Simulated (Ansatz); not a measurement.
# Li3Sn: the cost of one run

Computed with Ansatz 0.2.0 through its Python package. The levels of theory stand in the script.

**1. The structure**

It takes space group Fm-3m (No. 225, cubic). Conventional cell: a = 6.544 Å, b = 6.544 Å, c = 6.544 Å, α = 90.00°, β = 90.00°, γ = 90.00°. Li (site symmetry -43m) has 4 Li at 2.83 Å and 4 Sn at 2.83 Å as nearest neighbours. Li (site symmetry m-3m) is surrounded by 8 Li at 2.83 Å. Around Sn (site symmetry m-3m) lie 8 Li at 2.83 Å.

li3sn.extxyz, read by the script:

```xyz
4
Lattice="0.0 3.27187208 3.27187208 3.27187208 0.0 3.27187208 3.27187208 3.27187208 0.0" Properties=species:S:1:pos:R:3 pbc="T T T"
Li    1.63593604    1.63593604    1.63593604
Li    4.90780812    4.90780812    4.90780812
Li    3.27187208    3.27187208    3.27187208
Sn    0.00000000    0.00000000    0.00000000
```

**2. The code**

terms.py

```python
# -*- coding: utf-8 -*-
import ansatz as az

cell = az.Crystal.from_extxyz('li3sn.extxyz')

model = (
    cell.calculation()
    .kpoints(6, 6, 6, shift=0.5)
    .scf(tolerance=1e-08)
    .occupations(az.OccupationsMethod.METHFESSEL_PAXTON, width=0.15)
)
with_term = model.functional('pbesol', dispersion='d3bj').basis(380).cutoff_correction(630).run(threads=1, backend='cpu').report
without = model.functional('pbesol').basis(380).run(threads=1, backend='cpu').report
finer = model.functional('pbesol').basis(630).run(threads=1, backend='cpu').report
removed = az.free_energy_without(with_term, az.EnergyTerm.DISPERSION)
print(f'dispersion term            {with_term["components"]["e_disp"]:.5f} eV')
print(f'F less dispersion          {removed:.5f} eV, run without it {without["free_energy_ev"]:.5f} eV')
print(f'F less smearing term       {az.free_energy_without(without, az.EnergyTerm.SMEARING):.5f} eV')
print(f'estimated gain to 630 eV   {with_term["cutoff_correction"]["energy_ev"]:.5f} eV, found {finer["free_energy_ev"] - without["free_energy_ev"]:.5f} eV')
```

**3. Running it**

Run with:

```
> python terms.py
```

Q: Estimate wall time and peak memory on 1 thread of Arm Neoverse V1, shared host.

About 7.8 s, with a peak of 0.42 GiB.
